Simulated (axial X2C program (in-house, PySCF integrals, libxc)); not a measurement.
# A two-component session on SbP⁺: EOM-EA-CCSD levels

Wanted for SbP⁺: EOM-EA-CCSD levels, at the two-component level.

The runs use an in-house X2C program for linear molecules on PySCF integrals; two-component X2C with atomic mean-field terms, Sb dyall-acv3z, P dyall-av3z.

All values are calculated.

### 1 Set-up

task.json reads:

```json
{"zs": [51, 15], "q": 1, "bas": ["dyall-acv3z", "dyall-av3z"], "r0": 2.35, "eom": "ea", "thr": -2.0, "nmax": 92, "grid": [1, 0.96, 1.045, 0.92, 1.09, 1.15]}
```

Keys: zs atomic numbers; q charge; bas basis sets; r0 starting distance in Å; eom kind of EOM run; thr threshold in hartree for freezing inner shells (an s shell follows its p shell); nmax most natural virtual spinors; grid distances as factors.

Started as:

```bash
$ python soeom.py task.json out
```

Nuclei are Gaussian, cores are contracted, and the Gaunt term is on.

### 2 EOM-EA-CCSD at 2.301 Å

Reference: the closed shell SbP²⁺; 18 electrons correlated, 84 virtual spinors; roots sought by Ω: 1/2: 5, 3/2: 4, 5/2: 2, 7/2: 1.

Output:

```text
two-component X2C + atomic mean field  HF
basis functions 202  fitting functions 1044  grid points 5082
iter        total energy     max residual
   1      -6815.935737473     3.86e-01
   2      -6815.961180338     4.72e-03
   3      -6815.962040600     1.13e-03
   4      -6815.962143467     7.76e-04
   5      -6815.962167896     2.23e-04
   6      -6815.962177816     1.33e-04
   7      -6815.962181688     7.41e-05
   8      -6815.962183791     3.78e-05
   9      -6815.962184202     1.80e-05
  10      -6815.962184261     8.27e-06
  11      -6815.962184278     2.30e-06
  12      -6815.962184280     7.84e-07
  13      -6815.962184280     1.70e-07
converged
one-electron -9680.44878880  Coulomb 2883.86962765  exact exchange -191.49256395  xc functional 0.00000000  nuclear repulsion 175.93244952  atomic mean-field constant -3.82290871
correlated 18  virtual 294  natural virtual 84  E(MP2) -0.661454187  MP2 remainder -0.171693434
iter   CCSD correlation   residual
   1     -0.470958440   1.65e-01
   2     -0.486522773   8.20e-02
   3     -0.489457323   4.66e-02
   4     -0.489601633   2.68e-02
   5     -0.490271836   1.70e-02
   6     -0.490289339   8.97e-03
   7     -0.490319108   3.45e-03
   8     -0.490382190   1.81e-03
   9     -0.490341721   9.77e-04
  10     -0.490360861   4.78e-04
  11     -0.490357604   2.35e-04
  12     -0.490362145   1.46e-04
  13     -0.490361889   9.02e-05
  14     -0.490361761   4.52e-05
  15     -0.490361981   2.56e-05
  16     -0.490362109   1.74e-05
  17     -0.490362429   1.06e-05
  18     -0.490362646   6.14e-06
  19     -0.490362699   3.44e-06
  20     -0.490362748   1.93e-06
  21     -0.490362746   1.09e-06
(T) -0.014341247  T1 0.0185  D1 0.0389  max T2 0.193
EOM-EA-CCSD roots
2*Omega      energy/Eh   energy/eV  one-particle weight
    1      -0.49672575    -13.5166      0.882
    1      -0.46396250    -12.6251      0.008
    1      -0.43151984    -11.7423      0.000
    1      -0.42937538    -11.6839      0.000
    1      -0.39512117    -10.7518      0.000
    3      -0.57476579    -15.6402      0.929
    3      -0.47600277    -12.9527      0.847
    3      -0.40382853    -10.9887      0.029
    3      -0.39287299    -10.6906      0.006
    5      -0.41426273    -11.2727      0.000
    5      -0.39103053    -10.6405      0.000
    7      -0.38536046    -10.4862      0.000
```

T1 in the output is the amplitude norm over the root of the electron number; divide by √2 for the Lee–Taylor value.

```tsv
Ω	binding energy (eV)	above lowest (cm⁻¹)	spinor	weight
3/2	15.640	0	50% P pπ, 38% Sb pπ	0.93
1/2	13.517	17130	49% Sb pπ, 28% P pπ, 8% P dπ	0.88
3/2	12.953	21680	45% Sb pπ, 31% P pπ, 9% P dπ	0.85
```

Wall time 54 s (1 thread of Arm Neoverse N1, shared host); peak memory 1.1 GiB.

### 3 EOM-EA-CCSD at 2.209 Å

```tsv
Ω	binding energy (eV)	above lowest (cm⁻¹)	spinor	weight
3/2	15.932	0	50% P pπ, 37% Sb pπ	0.93
1/2	13.463	19910	47% Sb pπ, 28% P pπ, 9% P dπ	0.80
3/2	12.866	24730	44% Sb pπ, 29% P pπ, 10% P dπ	0.85
```

Run time: 56 s. Hardware: 1 thread of Arm Neoverse N1, shared host; peak memory 1.1 GiB.

### 4 EOM-EA-CCSD at 2.405 Å

```tsv
Ω	binding energy (eV)	above lowest (cm⁻¹)	spinor	weight
3/2	15.346	0	51% P pπ, 39% Sb pπ	0.93
1/2	13.569	14330	51% Sb pπ, 29% P pπ, 7% P dπ	0.91
3/2	13.034	18650	47% Sb pπ, 32% P pπ, 7% P dπ	0.85
```

Wall time 54 s (1 thread of Arm Neoverse N1, shared host); peak memory 1.1 GiB.

### 5 EOM-EA-CCSD at 2.117 Å

```tsv
Ω	binding energy (eV)	above lowest (cm⁻¹)	spinor	weight
3/2	16.255	0	49% P pπ, 37% Sb pπ	0.93
3/2	12.767	28130	42% Sb pπ, 28% P pπ, 11% P dπ	0.85
```

It took 51 s on 1 thread of Arm Neoverse N1, shared host; peak memory 1.1 GiB.

### 6 EOM-EA-CCSD at 2.508 Å

```tsv
Ω	binding energy (eV)	above lowest (cm⁻¹)	spinor	weight
3/2	15.083	0	51% P pπ, 40% Sb pπ	0.92
1/2	13.622	11780	53% Sb pπ, 29% P pπ	0.91
3/2	13.081	16150	49% Sb pπ, 33% P pπ, 6% P dπ	0.85
```

Wall time 47 s (1 thread of Arm Neoverse N1, shared host); peak memory 1.1 GiB.

### 7 EOM-EA-CCSD at 2.646 Å

```tsv
Ω	binding energy (eV)	above lowest (cm⁻¹)	spinor	weight
3/2	14.772	0	51% P pπ, 41% Sb pπ	0.91
1/2	13.659	8970	55% Sb pπ, 28% P pπ	0.92
3/2	13.142	13150	50% Sb pπ, 35% P pπ	0.84
```

Wall time 47 s (1 thread of Arm Neoverse N1, shared host); peak memory 1.1 GiB.

### 8 Curves of the states

Energies in eV from the lowest point of the lowest state; states are followed by energy order within each Ω.

```tsv
R (Å)	(1)Ω=3/2	(2)Ω=3/2
2.117	0.3940	3.8823
2.209	0.0828	3.1485
2.301	0.0000	2.6875
2.405	0.0934	2.4063
2.508	0.3262	2.3285
2.646	0.7377	2.3678
```

### 9 Results

| quantity | value |
| --- | --- |
| lowest root at 2.301 Å | Ω = 3/2, 15.640 eV |
| next root led by one particle | Ω = 1/2, about 17130 cm⁻¹ higher |
| T1 of the reference | 0.013 |

What this shows: The added electron is bound by 15.64 eV in a spinor of 50% P pπ, 38% Sb pπ. Errors of 0.1 to 0.3 eV are usual at this size, and roots led by higher excitations are left out, so the list is incomplete, and low states of that kind can be missing. T1 or the largest double amplitude of the reference is raised, which lowers the reliability.
